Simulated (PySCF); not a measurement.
# [Hg(CO)]2+: other functionals and bases at one geometry

How far do other levels of theory move the description of [Hg(CO)]2+, and what does each cost? It is a constructed species; whether it can be made isn't addressed.

The runs use PySCF 2.14.0; several levels, as the steps say, no spin–orbit coupling.

1 further run of the same task is left out (for a known fault of the program).

## (1) Starting geometry

3 atoms, charge 2, spin multiplicity 1.

Bond lengths: Hg1–C2 2.136 Å, C2–O3 1.108 Å. Angles: Hg1–C2–O3 180.0°.

Coordinates:

```xyz
3

Hg    0.0000    0.0000   -0.3973
C     0.0000    0.0000    1.7389
O     0.0000    0.0000    2.8472
```

Formal oxidation states: Hg +2. An earlier session relaxed this geometry at PBE0, Hg def2-SVP with ECP60, C def2-SVP, O def2-SVP (singlet, point group C∞v).

At PBE0 on the finer grid: E = -265.671368 Eh, HOMO -25.65 eV, LUMO -18.26 eV, Mulliken charge on Hg1 +1.56 e, largest force component 0.003 eV/Å. 

Levels to run: CAM-B3LYP; PBE; PBE0, TZVP. Hardware: 2 threads of Arm Neoverse V1, shared host.

## (2) CAM-B3LYP

Input file run.py (the lines that set the calculation):

```python
mol = gto.M(atom='''
Hg     0.00000     0.00000    -0.39730
C      0.00000     0.00000     1.73887
O      0.00000     0.00000     2.84722''',
    basis={'Hg': 'def2-SVP', 'C': 'def2-SVP', 'O': 'def2-SVP'},
    ecp={'Hg': 'def2-SVP'},
    charge=2, spin=0)
mf = dft.RKS(mol, xc='CAMB3LYP')
mf.grids.atom_grid = (75, 302)
mf = mf.density_fit()  # fitting sets: Hg def2-universal-JKFIT, C def2-universal-JKFIT, O def2-universal-JKFIT
mf.conv_tol = 1e-08; mf.max_cycle = 55
mf.kernel(dm0)  # dm0: the density of the relaxed state
```

Command:

```sh
> OMP_NUM_THREADS=2 python run.py
```

## (3) PBE

run.py (the lines that set the calculation), as its differences from that of step 2:

```diff
@@ -7,3 +7,3 @@
     charge=2, spin=0)
-mf = dft.RKS(mol, xc='CAMB3LYP')
+mf = dft.RKS(mol, xc='PBE')
 mf.grids.atom_grid = (75, 302)
```

## (4) PBE0, TZVP

Basis: Hg def2-TZVP with ECP60, C def2-TZVP, O def2-TZVP. 

Input file run.py (the lines that set the calculation):

```python
mol = gto.M(atom='''
Hg     0.00000     0.00000    -0.39730
C      0.00000     0.00000     1.73887
O      0.00000     0.00000     2.84722''',
    basis={'Hg': 'def2-TZVP', 'C': 'def2-TZVP', 'O': 'def2-TZVP'},
    ecp={'Hg': 'def2-TZVP'},
    charge=2, spin=0)
mf = dft.RKS(mol, xc='PBE0')
mf.grids.atom_grid = (75, 302)
mf = mf.density_fit()  # fitting sets: Hg def2-universal-JKFIT, C def2-universal-JKFIT, O def2-universal-JKFIT
mf.conv_tol = 1e-08; mf.max_cycle = 55
mf.kernel(dm0)  # dm0: free metal ions and neutral atoms
```

Before running it: what results should come out? Wanted: for each run, HOMO; gap; charge on Hg1; dipole; largest force.

The runs gave:

| level | state | HOMO (eV) | gap (eV) | charge on Hg1 (e) | dipole (D) | largest force (eV/Å) | basis functions | time |
| --- | --- | --- | --- | --- | --- | --- | --- | --- |
| PBE0 (relaxed here) | singlet | -25.65 | 7.39 | 1.56 | 2.06 | 0.00 | 60 | 2.2 s |
| CAM-B3LYP | singlet | -27.12 | 9.91 | 1.56 | 1.95 | 0.34 | 60 | 1.3 s |
| PBE | singlet | -24.14 | 4.75 | 1.49 | 2.68 | 2.16 | 60 | 1.2 s |
| PBE0, TZVP | singlet | -25.55 | 7.29 | 1.47 | 2.05 | 0.64 | 105 | 3 s |

Times are on 2 threads of Arm Neoverse V1, shared host; the first row also made further properties. The dipole of a charged species depends on the origin, so these sizes hold for this origin alone.

In one basis the HOMO–LUMO gap runs from 4.75 eV (PBE) to 9.91 eV (CAM-B3LYP). The largest leftover force, 2.16 eV/Å with PBE, stands at a geometry relaxed at another level. The Mulliken charge on Hg spans +1.47 to +1.56 e over the levels. Total energies of different levels can't be compared. Spin–orbit coupling is left out throughout.
